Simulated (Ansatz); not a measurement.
## In, space group P6_3/mmc: a short molecular-dynamics run, step by step

With Ansatz 0.2.0 through its Python package.

Interactive session:
```pycon
>>> import warnings
>>> import ansatz as az
>>> from ase import Atoms
>>> import matplotlib.pyplot as plt
>>> import numpy as np
>>> params = {
...     "functional": "LDA",
...     "cutoff": 420,
...     "kmesh": (3, 3, 1),
...     "smearing": "fermi_dirac",
...     "n_steps": 20,
...     "temperature_k": 2000,
... }
>>> warnings.simplefilter("ignore", az.DeckWarning)
>>> atoms = Atoms(
...     ["In", "In", "In", "In"],
...     scaled_positions=[
...         [0.0, 0.0, 0.0],
...         [1 / 3, 2 / 3, 0.25],
...         [0.0, 0.0, 0.5],
...         [2 / 3, 1 / 3, 0.75],
...     ],
...     cell=[
...         [3.36384, 0.0, 0.0],
...         [-1.68192, 2.91317, 0.0],
...         [0.0, 0.0, 10.79971],
...     ],
...     pbc=True,
... )
>>> cell = az.Crystal.from_ase(atoms)
>>> # a coarse mesh keeps each step cheap
>>> job = (
...     cell.supercell(1, 2, 1).calculation()
...     .functional(params["functional"])
...     .pseudopotentials("paw")
...     .basis(params["cutoff"])
...     .kpoints(*params["kmesh"])
...     .occupations(params["smearing"])
...     .md("nvt_nose_hoover", timestep=1.0, steps=params["n_steps"], temperature=params["temperature_k"], initial_velocities="maxwell_boltzmann", seed=922)
... )
>>> steps = []
>>> def collect(event):
...     if event["event"] == "md_step":
...         steps.append(event["data"])
...
>>> res = job.session().plan().execute(on_event=collect)
>>> summary = res.report
>>> [(site.symbol, site.position_frac.round(4).tolist()) for site in res.lattice.sites]
[(<Element.IN: 'In'>, [0.0002, 0.0072, 0.0145]), (<Element.IN: 'In'>, [0.346, 0.3307, 0.2431]), (<Element.IN: 'In'>, [-0.0209, -0.0116, 0.5028]), (<Element.IN: 'In'>, [0.6715, 0.1878, 0.748]), (<Element.IN: 'In'>, [-0.0479, 0.4761, -0.0096]), (<Element.IN: 'In'>, [0.3592, 0.8464, 0.2554]), (<Element.IN: 'In'>, [0.002, 0.4897, 0.5006]), (<Element.IN: 'In'>, [0.6898, 0.6736, 0.7453])]
>>> summary["mixing_algorithm"], summary["preconditioner"], summary["eigensolver"]
('MSR1', 'Kerker', 'band_cg')
>>> print(" step   t (fs)     E_pot (eV)   E_kin (eV)    T (K)")
 step   t (fs)     E_pot (eV)   E_kin (eV)    T (K)
>>> for s in steps[::1]:
...     print(f"{s['step']:5d} {s['time_fs']:8.1f} {s['lagrangian_ev']:14.4f} {s['e_kin_ev']:12.4f} {s['temperature_k']:8.1f}")
...
    0      0.0    -43657.1667       1.8096   2000.0
    1      1.0    -43657.1670       1.8100   2000.4
    2      2.0    -43657.1670       1.8100   2000.4
    3      3.0    -43657.1667       1.8097   2000.0
    4      4.0    -43657.1660       1.8090   1999.3
    5      5.0    -43657.1650       1.8080   1998.2
    6      6.0    -43657.1637       1.8066   1996.7
    7      7.0    -43657.1620       1.8050   1994.8
    8      8.0    -43657.1600       1.8029   1992.6
    9      9.0    -43657.1576       1.8006   1990.0
   10     10.0    -43657.1549       1.7979   1987.0
   11     11.0    -43657.1519       1.7949   1983.7
   12     12.0    -43657.1485       1.7915   1979.9
   13     13.0    -43657.1448       1.7878   1975.8
   14     14.0    -43657.1407       1.7837   1971.3
   15     15.0    -43657.1362       1.7793   1966.5
   16     16.0    -43657.1314       1.7745   1961.2
   17     17.0    -43657.1263       1.7694   1955.5
   18     18.0    -43657.1207       1.7639   1949.4
   19     19.0    -43657.1148       1.7580   1943.0
   20     20.0    -43657.1085       1.7518   1936.1
>>> temperature = np.array([s["temperature_k"] for s in steps])
>>> print(f"mean temperature of the second half {temperature[len(steps) // 2 :].mean():.1f} K")
mean temperature of the second half 1964.5 K
>>> with open("trajectory.xyz", "w") as handle:
...     for s in steps[::5]:
...         handle.write(f"{len(s['positions_ang'])}\nt = {s['time_fs']} fs\n")
...         for site, xyz in zip(res.lattice.sites, s["positions_ang"]):
...             handle.write("{} {:.4f} {:.4f} {:.4f}\n".format(site.symbol, *xyz))
...
13
24
24
24
24
25
25
25
24
13
25
24
26
24
26
25
25
24
14
25
24
26
24
26
25
25
24
14
25
24
26
24
26
25
25
24
14
25
24
26
24
26
25
25
24
>>> time = [s["time_fs"] for s in steps]
>>> fig, ax = plt.subplots(figsize=(5, 3))
>>> ax.plot(time, [s["lagrangian_ev"] - steps[0]["lagrangian_ev"] for s in steps], label="potential")
[<matplotlib.lines.Line2D object at 0x...>]
>>> ax.plot(time, [s["e_kin_ev"] for s in steps], label="kinetic")
[<matplotlib.lines.Line2D object at 0x...>]
>>> ax.set(xlabel="time (fs)", ylabel="energy (eV)")
[Text(0.5, 0, 'time (fs)'), Text(0, 0.5, 'energy (eV)')]
>>> ax.legend()
<matplotlib.legend.Legend object at 0x...>
>>> fig.tight_layout()
>>> fig.savefig("md.png", dpi=100)
>>> print("last positions (A) and velocities (A/fs)")
last positions (A) and velocities (A/fs)
>>> for site, xyz, vel in zip(res.lattice.sites, steps[-1]["positions_ang"], steps[-1]["velocities_ang_fs"]):
...     print(f"{site.symbol:2s}", " ".join(f"{v:8.4f}" for v in xyz), " ", " ".join(f"{v:9.5f}" for v in vel))
...
In  -0.0235   0.0420   0.1561    -0.00120   0.00202   0.00764
In   0.0513   1.9270   2.6251     0.00257  -0.00078  -0.00362
In  -0.0314  -0.0673   5.4299    -0.00155  -0.00330   0.00144
In   1.6270   1.0944   8.0785    -0.00273   0.00618  -0.00103
In  -1.7625   2.7739  -0.1042    -0.00400  -0.00685  -0.00522
In  -1.6387   4.9312   2.7581     0.00213   0.00366   0.00296
In  -1.6406   2.8532   5.4061     0.00208  -0.00304   0.00024
In   0.0546   3.9247   8.0495     0.00271   0.00212  -0.00242
```

`trajectory.xyz`, as written:
```text
8
t = 0.0 fs
In 0.0000 0.0000 0.0000
In 0.0000 1.9421 2.6999
In 0.0000 0.0000 5.3999
In 1.6819 0.9711 8.0998
In -1.6819 2.9132 0.0000
In -1.6819 4.8553 2.6999
In -1.6819 2.9132 5.3999
In 0.0000 3.8842 8.0998
8
t = 5.0 fs
In -0.0058 0.0107 0.0394
In 0.0128 1.9385 2.6810
In -0.0079 -0.0170 5.4075
In 1.6682 1.0017 8.0943
In -1.7021 2.8781 -0.0260
In -1.6710 4.8747 2.7144
In -1.6716 2.8983 5.4016
In 0.0137 3.8940 8.0870
8
t = 10.0 fs
In -0.0117 0.0213 0.0786
In 0.0256 1.9348 2.6621
In -0.0157 -0.0339 5.4151
In 1.6544 1.0325 8.0890
In -1.7223 2.8431 -0.0520
In -1.6602 4.8939 2.7289
In -1.6613 2.8833 5.4032
In 0.0273 3.9040 8.0743
8
t = 15.0 fs
In -0.0176 0.0317 0.1176
In 0.0385 1.9309 2.6434
In -0.0236 -0.0507 5.4226
In 1.6407 1.0635 8.0837
In -1.7425 2.8084 -0.0781
In -1.6494 4.9127 2.7434
In -1.6510 2.8683 5.4047
In 0.0410 3.9143 8.0618
8
t = 20.0 fs
In -0.0235 0.0420 0.1561
In 0.0513 1.9270 2.6251
In -0.0314 -0.0673 5.4299
In 1.6270 1.0944 8.0785
In -1.7625 2.7739 -0.1042
In -1.6387 4.9312 2.7581
In -1.6406 2.8532 5.4061
In 0.0546 3.9247 8.0495
```

What to keep in mind:
- Absolute energies stand on the zero of these potentials, so only differences at equal settings mean something. A total without «per atom» is that of the whole cell that was run.
- For a metal this k-point mesh is coarse: on a finer one energies can move by several to tens of meV an atom and pressures by half a GPa or more, differences at one mesh by less.
- This isn't the structure that In takes at ambient conditions.
- A small cell, a coarse mesh and a very short run: it shows the set-up and gives no equilibrium averages.
- The whole script took 62 s on 1 thread of Arm Neoverse V2 (shared host), peak memory 0.51 GiB.
